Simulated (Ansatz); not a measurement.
Debugging a single point in a Gaussian basis of CH₄FNSe, SMILES NC(F)[SeH] (the Ansatz DFT code, driven from Python).

`energy_ch4fnse.py`
```python
import ansatz as az
from ase import Atoms
import numpy as np
import pandas as pd


def main() -> None:
    atoms = Atoms(["N", "C", "F", "Se", "H", "H", "H", "H"], positions=[
        [0.1538, 1.2774, -0.1202],
        [0.3843, -0.109, -0.0682],
        [1.2312, -0.3557, 0.9589],
        [-1.1819, -1.1087, 0.2097],
        [-0.5632, 1.4794, -0.935],
        [-0.3782, 1.6172, 0.751],
        [0.8848, -0.4314, -1.0148],
        [-0.4387, -2.4264, 0.1627],
    ])
    mol = az.Crystal.molecule_from_ase(atoms)

    job = (
        mol.calculation()
        .basis("def2-SVP")
        .functional("pbe")
        .forces()
    )
    print(job.to_yaml())
    outcome = job.run(threads=1)
    report = outcome.report

    print("reference energy %16.6f eV" % report["reference_energy_ev"])
    print("total energy     %16.6f eV" % report["free_energy_ev"])
    print("occupied orbitals outside the frozen core (up, down):", report["n_occupied"], " frozen:", report["n_frozen"], " virtual:", report["n_virtual"])

    symbols = [site.symbol for site in mol.cartesian_sites]
    forces = np.array(report["forces_ev_ang"])
    print("largest force", round(float(np.linalg.norm(forces, axis=1).max()), 4), "eV/A, rms", round(float(np.sqrt((forces ** 2).mean())), 4))

    charges = report["charge_distribution"]
    table = pd.DataFrame({"atom": symbols, "mulliken": charges["mulliken_charges_e"], "lowdin": charges["lowdin_charges_e"]})
    print(table.round(3).to_string())
    print("dipole (e A):", np.round(charges["dipole_moment_e_ang"], 4) + 0.0)


if __name__ == "__main__":
    main()
```

`python energy_ch4fnse.py` gives:
```text
Traceback (most recent call last):
  File "energy_ch4fnse.py", line 45, in <module>
    main()
    ~~~~^^
  File "energy_ch4fnse.py", line 22, in main
    .basis("def2-SVP")
     ~~~~~^^^^^^^^^^^^
  ...
ansatz.errors.InputError: .basis: cutoff (an energy: a number in eV, or e.g. 30 * az.Ry) is a number, got 'def2-SVP'
```
(Library frames cut from the traceback.)

Find the fault and give the corrected script.

The fault: the basis name must go under gaussian=. Mended:

```diff
--- before
+++ after
@@ -21,3 +21,3 @@
         mol.calculation()
-        .basis("def2-SVP")
+        .basis(gaussian="def2-SVP")
         .functional("pbe")
```

After the fix:

```console
$ python energy_ch4fnse.py
crystal:
  periodic: [false, false, false]
  atoms:
    - { symbol: "N", position_ang: [0.1538, 1.2774, -0.1202] }
    - { symbol: C, position_ang: [0.3843, -0.109, -0.0682] }
    - { symbol: F, position_ang: [1.2312, -0.3557, 0.9589] }
    - { symbol: Se, position_ang: [-1.1819, -1.1087, 0.2097] }
    - { symbol: H, position_ang: [-0.5632, 1.4794, -0.935] }
    - { symbol: H, position_ang: [-0.3782, 1.6172, 0.751] }
    - { symbol: H, position_ang: [0.8848, -0.4314, -1.0148] }
    - { symbol: H, position_ang: [-0.4387, -2.4264, 0.1627] }
basis:
  gaussian:
    orbitals: def2-SVP
hamiltonian:
  xc: pbe
output:
  forces: true

reference energy    -70630.409263 eV
total energy        -70630.409263 eV
occupied orbitals outside the frozen core (up, down): [30, 30]  frozen: 0  virtual: [64, 64]
largest force 3.6717 eV/A, rms 1.1545
  atom  mulliken  lowdin
0    N    -0.210   0.058
1    C     0.126  -0.276
2    F    -0.183   0.076
3   Se    -0.086   0.101
4    H     0.132   0.051
5    H     0.123   0.024
6    H     0.049  -0.026
7    H     0.049  -0.008
dipole (e A): [-0.2089  0.0688 -0.227 ]
```

What to keep in mind:
- Total energies depend on the basis set; only differences at equal settings carry meaning.
- The geometry is a force-field or estimated start, not a minimum of this method, and the basis set is short of its limit.
- The Löwdin charges here are taken after orthogonalising the functions within each atom; they differ from plain Löwdin charges, and their signs can be unphysical.
- Finished in 3.3 s on 1 thread of Intel(R) Xeon(R) Platinum 8488C (Sapphire Rapids), on a shared host, peak memory 0.24 GiB.

(Lines on the test bed's own set-up are left out of the output.)
